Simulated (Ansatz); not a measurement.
# C₂H₇ClSi₂: one species, many methods

The task here is to estimate one member of a computed series from the others.

Program: Ansatz 0.2.0, Gaussian basis. Level of theory: functionals in def2-TZVPP, the program's frozen cores in correlated methods. These are calculated values, not measurements.

Levels to be run: PBE-D4, r2SCAN-D4, PBE0-D4, B3LYP-D4, ωB97X-V, ωB97M-V, B2PLYP; CCSD(T)/def2-TZVPP; MP2/def2-QZVPP; extrapolation to the limit.

**The relaxed structure**

All runs share one geometry, relaxed beforehand with PBE0-D4 in a triple-zeta def2 set.

SMILES `[SiH3]/C=C\[SiH2]Cl`, 12 atoms, charge 0, spin multiplicity 1.

Atoms are counted from 1 here; the program's logs count them from 0.

Bond lengths: Si1–C2 1.868 Å, Si1–H6 1.484 Å, Si1–H7 1.487 Å, Si1–H8 1.486 Å, C2–C3 1.338 Å, C2–H9 1.092 Å, C3–Si4 1.863 Å, C3–H10 1.091 Å, Si4–Cl5 2.061 Å, Si4–H11 1.481 Å, Si4–H12 1.482 Å. Angles: C2–Si1–H6 110.6°, C2–Si1–H7 109.2°, C2–Si1–H8 109.6°, H6–Si1–H7 109.6°, H6–Si1–H8 109.6°, H7–Si1–H8 108.3°, Si1–C2–C3 126.9°, Si1–C2–H9 115.7°, C3–C2–H9 117.4°, C2–C3–Si4 126.8°, C2–C3–H10 117.9°, Si4–C3–H10 115.3°, C3–Si4–Cl5 110.5°, C3–Si4–H11 112.7°, C3–Si4–H12 108.9°, Cl5–Si4–H11 107.3°, Cl5–Si4–H12 107.3°, H11–Si4–H12 110.0°.

The first run:

Input file in.yaml:

```yaml
crystal:
  periodic: [false, false, false]
  atoms:
    - {symbol: Si, position_ang: [-1.534541, 0.722345, -0.756182]}
    - {symbol: C, position_ang: [-0.831604, -0.921353, -0.213429]}
    - {symbol: C, position_ang: [0.355381, -1.136362, 0.364826]}
    - {symbol: Si, position_ang: [1.629698, 0.148557, 0.806872]}
    - {symbol: Cl, position_ang: [2.443414, 0.973238, -0.897869]}
    - {symbol: H, position_ang: [-0.663836, 1.836290, -0.306029]}
    - {symbol: H, position_ang: [-2.894912, 0.886201, -0.177740]}
    - {symbol: H, position_ang: [-1.651936, 0.749077, -2.237771]}
    - {symbol: H, position_ang: [-1.461298, -1.792045, -0.407413]}
    - {symbol: H, position_ang: [0.628251, -2.165460, 0.604823]}
    - {symbol: H, position_ang: [1.066692, 1.259043, 1.608840]}
    - {symbol: H, position_ang: [2.732490, -0.504732, 1.550469]}
basis:
  gaussian: {orbitals: def2-TZVPP}
hamiltonian: {xc: pbe, dispersion: d4}
output: {forces: true, orbitals: {seedname: orbitals}}
```

Steps of the session up to this table: PBE-D4 (GGA); r2SCAN-D4 (meta-GGA); PBE0-D4 (hybrid); B3LYP-D4 (hybrid); ωB97X-V (range-separated); ωB97M-V (range-separated); B2PLYP (double hybrid); CCSD(T) in def2-TZVPP; MP2 in def2-QZVPP.

One of the session's tables, all rows but one given; the rest of the session is left out.

It belongs to the step «Atomisation energies». 

| method | atomisation energy (eV) |
| --- | --- |
| PBE-D4 | 43.514 |
| r2SCAN-D4 | 43.345 |
| PBE0-D4 | 43.172 |
| B3LYP-D4 | 43.220 |
| ωB97X-V | 43.482 |
| ωB97M-V | 43.402 |
| B2PLYP | 42.688 |
| HF/def2-TZVPP | 32.825 |
| MP2/def2-TZVPP | 42.538 |
| CCSD/def2-TZVPP | ? |
| CCSD(T)/def2-TZVPP | 42.194 |
| MP2/CBS | 43.650 |
| CCSD(T)/CBS | 43.307 |

Estimate the missing values for CCSD/def2-TZVPP.

The run gave: atomisation energy (eV): 41.631. In the column «atomisation energy (eV)» it lies between HF/def2-TZVPP (32.825) and CCSD(T)/def2-TZVPP (42.194).

Caveats from the session: Free atoms (2 Si, 2 C, 1 Cl, 7 H) were run apart at each level; the atomisation energy is their sum less the molecule, without zero-point or spin-orbit terms.
